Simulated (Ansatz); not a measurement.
The system is Ba2Tl5V3O12.

```
Ba V Tl O
1.0
     6.65272    0.04946    0.02017
     2.86070    8.36464    0.00384
     2.68279    2.46936    9.19569
Ba V Tl O
2 3 5 12
Direct
  0.80419 0.04665 0.02264
  0.21205 0.95157 0.34012
  0.74540 0.70796 0.33582
  0.25963 0.26599 0.03225
  0.04074 0.07695 0.66106
  0.25636 0.39847 0.35003
  0.58966 0.34866 0.60553
  0.57327 0.88069 0.66842
  0.74552 0.49664 0.11648
  0.11891 0.64206 0.74303
  0.28433 0.09717 0.54175
  0.85350 0.49575 0.34386
  0.40255 0.20448 0.17282
  0.88414 0.05377 0.55967
  0.14017 0.47956 0.98899
  0.54627 0.73631 0.48712
  0.90594 0.24279 0.73262
  0.61543 0.80058 0.18857
  0.05538 0.16451 0.10164
  0.08209 0.90404 0.80708
  0.44178 0.20123 0.89187
  0.94269 0.80417 0.30862
```

The cell was built by a generator and needn't be a form met in nature.

| Item | Value |
| --- | --- |
| Program | Ansatz 0.2.0 |
| Task | relaxation of cell and atoms |
| Functional | r2SCAN |
| Dispersion | D4 |
| Potentials or basis | Ansatz PAW |
| Cutoff | 500 eV (not typed: the program's choice for these potentials) |
| k mesh | 3 × 3 × 2 |
| Occupations | fermi-dirac, width 0.05 eV |
| Spin | collinear spin, ferromagnetic start |
| Starting moments | [0.0, 0.0, 2.0, 2.0, 2.0, 0.0, 0.0, 0.0, 0.0, 0.0, 0.0, 0.0, 0.0, 0.0, 0.0, 0.0, 0.0, 0.0, 0.0, 0.0, 0.0, 0.0] μB |

At the start: volume 23.18 Å³/atom.

Q: Where does the relaxation end?

A: It ends after 26 steps and the volume is 19.83 Å³/atom (-14.5 %); space group P1 (No. 1, to 0.05 Å); moment 0.00 μB per cell.

Step by step:
```tsv
step	energy change (eV)	largest force (eV/Å)	volume (Å³)
1	0.0000	0.4824	510.04
2	-0.0734	0.5185	457.24
3	-0.2154	0.1711	476.75
4	-0.2447	0.1144	470.97
5	-0.2795	0.3331	457.66
6	-0.2961	0.2410	454.57
7	-0.3096	0.1578	447.92
8	-0.3139	0.0933	448.69
9	-0.3174	0.0890	445.49
10	-0.3215	0.1153	442.63
11	-0.3223	0.0740	443.21
12	-0.3230	0.0783	443.98
13	-0.3261	0.0907	441.70
14	-0.3290	0.1603	437.97
15	-0.3314	0.1222	438.19
16	-0.3393	0.2862	436.91
17	-0.3522	0.2582	437.27
18	-0.3685	0.0816	436.10
19	-0.3775	0.2839	435.85
20	-0.3879	0.1206	435.66
21	-0.3906	0.0524	436.86
22	-0.3921	0.0360	436.26
23	-0.3925	0.0152	436.23
24	-0.3926	0.0171	436.19
25	-0.3927	0.0058	436.21
26	-0.3741	0.0066	436.21
```

Final structure:
```
CELL_PARAMETERS angstrom
5.90863 -0.56263 0.00056
1.77637 7.71598 -0.13609
2.13178 1.96464 9.32536
ATOMIC_POSITIONS crystal
Ba 0.82829 0.99623 0.02820
Ba 0.20878 0.01708 0.34968
V 0.67283 0.70527 0.34499
V 0.32177 0.26214 0.00776
V 0.06024 0.08385 0.68304
Tl 0.20073 0.52071 0.30686
Tl 0.57995 0.32777 0.63001
Tl 0.55335 0.84916 0.72267
Tl 0.76576 0.47257 0.07216
Tl 0.09153 0.58548 0.71359
O 0.32647 0.11205 0.57664
O 0.74604 0.48868 0.34622
O 0.50102 0.23737 0.13338
O 0.87706 0.07762 0.56894
O 0.29864 0.47023 0.91417
O 0.49491 0.74222 0.49670
O 0.95708 0.24169 0.77705
O 0.52046 0.79440 0.21035
O 0.05641 0.20596 0.11051
O 0.06865 0.88704 0.80159
O 0.43994 0.11870 0.90401
O 0.93011 0.80379 0.30149
```

Caveat: the magnetic or orbital state may not be the lowest; the plane-wave basis is chosen anew once the cell has moved, so the energies of steps on either side of that aren't comparable; the PAW data sets come from PBE, with cores solved anew for the run's functional, which leaves a small shift of forces and pressure; the starting moments weren't kept.
